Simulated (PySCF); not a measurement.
# A diatomic session: CaSb−

Aim: find the lowest electronic state of CaSb−, scan its bond at several levels of theory, and get bond length, wavenumber and dissociation energy from each curve.

Program: PySCF 2.14.0. Level of theory: Ca def2-SVPD, Sb def2-SVPD with ECP28, scalar-relativistic core potentials. These are calculated values, not measurements.

2 further runs of the same task are left out: 2 set aside as unsound or not needed.

### Step 1. Input

A driver script around PySCF takes these settings:

```yaml
atoms: Ca, Sb
charge: -1
basis: Ca def2-SVPD, Sb def2-SVPD with ECP28
Hamiltonian: scalar-relativistic core potentials
basis_functions: 59
electrons_treated: 44
masses_in_u: 39.9626, 120.9038
levels: PBE0, PBE, r²SCAN, BP86, BLYP, M06
grid: 80 radial by 434 angular points
occupations: held fixed by the projection of orbital angular momentum
dissociation_limit: Ca + Sb−, each in its ground configuration
starting_distance_in_angstrom: 3.055
values_of_2S_to_try: 0, 2
```

Run with:

```sh
$ OMP_NUM_THREADS=1 python dia.py task.json out
```

The runs that follow: First curve: PBE0; Excited determinants; PBE; r²SCAN; BP86; BLYP; M06 (hybrid meta-GGA).

What does the calculation give? Wanted: for each run, Re; ωe; De; μ.

**Answer**, as computed:

Lowest PBE0 solution found, without spin–orbit coupling: ³Π (triplet), unpaired electrons σ ↑, π ↑. State 2 has its PBE0 minimum 0.07 eV higher, as a spin-mixed determinant (⟨S²⟩ = 1.02), so this is no gap between pure states. State 3 has its PBE0 minimum 0.34 eV higher. The other levels ran on the lowest alone.

```csv
level,Re (Å),ωe (cm⁻¹),De (eV),μ (D)
PBE,2.925,210.4,2.18,3.02
BLYP,2.953,201.9,1.98,2.89
BP86,2.923,210.4,2.10,2.80
r²SCAN,2.920,217.2,2.17,2.61
PBE0,2.926,211.7,1.96,2.60
M06,2.933,208.8,2.00,2.93
```

De is counted to Ca + Sb− in their ground configurations. A positive dipole points from Ca to Sb; in an ion it is taken about the centre of mass and does not tell which atom is negative.

**Reading.** The methods spread over 0.033 Å in bond length, from r²SCAN to BLYP. Of the levels with a De here, PBE0 gives the least (1.96 eV) and PBE the most (2.18 eV).

Spin–orbit coupling is left out, which matters for elements this heavy, above all for dissociation energies. With some functionals the highest level of the anion is positive, from self-interaction error or because the anion is truly unbound there; the finite basis then holds the extra electron, and no neutral molecule was run to test the binding. With spin–orbit coupling the term label itself may not hold.
